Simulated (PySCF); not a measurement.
# Changing the system itself: LiAs⁻

One physical setting of the base script is moved in each run, with the edits that it forces.

The runs use PySCF 2.14.0; each script names its method and basis.

3 further runs of the same task are left out: 3 that didn't finish.

## (1) The starting structure

LiAs⁻: 2 atoms, charge -1, spin multiplicity 2.

Bond lengths: Li1–As2 2.944 Å.

## (2) The run that the others are compared with

Contents of input.py:

```python
from pyscf import gto, scf, cc

mol = gto.M(
    atom='Li 0 0 0; As 0 0 2.944',
    basis='sbkjc',
    ecp={'Li': 'sbkjc', 'As': 'sbkjc'},
    charge=-1,
    spin=1,
    verbose=3,
)
mf = scf.UHF(mol)
mf = mf.density_fit(auxbasis='def2-universal-jkfit')
mf.kernel()
mycc = cc.CCSD(mf)
mycc.kernel()
e = mycc.ipccsd(nroots=3)[0]
print('roots (eV) =', (e*27.211386).round(3))
mf.dip_moment()
print('orbital energies (hartree):', [e[max(0, n-3):n+3].round(4) for e, n in zip(mf.mo_energy, mol.nelec)])
```

Command:

```sh
$ OMP_NUM_THREADS=1 python input.py
```

Its log is not repeated here.

Base result: E(SCF) = -6.214888 Eh, E(CCSD) − E(SCF) = -0.07178 Eh, ⟨S²⟩ = 0.793, ionisation roots 0.148, 0.581, 1.259 eV.

The bond length is a typed value, not an optimised one. The dipole of an ion depends on the origin.

## (3) Bond 4.416 Å

Edit 1 changes bond length: 2.944 Å → 4.416 Å.

Contents of input.py:

```python
from pyscf import gto, scf, cc

mol = gto.M(
    atom='Li 0 0 0; As 0 0 4.416',
    basis='sbkjc',
    ecp={'Li': 'sbkjc', 'As': 'sbkjc'},
    charge=-1,
    spin=1,
    verbose=3,
)
mf = scf.UHF(mol)
mf = mf.density_fit(auxbasis='def2-universal-jkfit')
mf.kernel()
mycc = cc.CCSD(mf)
mycc.kernel()
e = mycc.ipccsd(nroots=3)[0]
print('roots (eV) =', (e*27.211386).round(3))
mf.dip_moment()
print('orbital energies (hartree):', [e[max(0, n-3):n+3].round(4) for e, n in zip(mf.mo_energy, mol.nelec)])
```

Command:

```sh
$ OMP_NUM_THREADS=1 python input.py
```

## (4) Electric field 0.2 a.u.

Edit 2 changes electric field: none → 0.2 a.u.

input.py: that of step 2 with these lines changed.

```diff
@@ -12,2 +12,7 @@
 mf = mf.density_fit(auxbasis='def2-universal-jkfit')
+field = 0.2  # electric field along z, atomic units
+h = mf.get_hcore() + field*mol.intor('int1e_r')[2]
+mf.get_hcore = lambda *args: h
+e_nuc = mol.energy_nuc() - field*mol.atom_charges() @ mol.atom_coords()[:, 2]
+mf.energy_nuc = lambda *args: e_nuc
 mf.kernel()
```

## (5) Bond 3.68 Å

Edit 3 changes bond length: 2.944 Å → 3.68 Å.

input.py: that of step 2 with these lines changed.

```diff
@@ -3,3 +3,3 @@
 mol = gto.M(
-    atom='Li 0 0 0; As 0 0 2.944',
+    atom='Li 0 0 0; As 0 0 3.68',
     basis='sbkjc',
```

## (6) Bond 3.297 Å

Edit 4 changes bond length: 2.944 Å → 3.297 Å.

input.py: that of step 2 with these lines changed.

```diff
@@ -3,3 +3,3 @@
 mol = gto.M(
-    atom='Li 0 0 0; As 0 0 2.944',
+    atom='Li 0 0 0; As 0 0 3.297',
     basis='sbkjc',
```

Before running it: what results should come out? Wanted: for each run, E(SCF); from base; after the SCF.

The runs gave:

```tsv
run	E(SCF) (hartree)	from base (eV)	after the SCF
base	-6.214888	0	CCSD correlation -1.953 eV, first root 0.15 eV
bond 4.416 Å	-6.175199	+1.0800	CCSD correlation -2.319 eV, first root 0.07 eV
electric field 0.2 a.u. (poor choice)	-10.424473	not comparable	CCSD correlation -0.785 eV, first root 1.48 eV
bond 3.68 Å	-6.190887	+0.6531	CCSD correlation -2.205 eV, first root 0.23 eV
bond 3.297 Å	-6.202206	+0.3451	CCSD correlation -2.110 eV, first root 0.23 eV
```

The largest comparable shift of the SCF energy, +1.080 eV, comes with the run “bond 4.416 Å”. Rows marked «poor choice» come from settings spoiled on purpose.
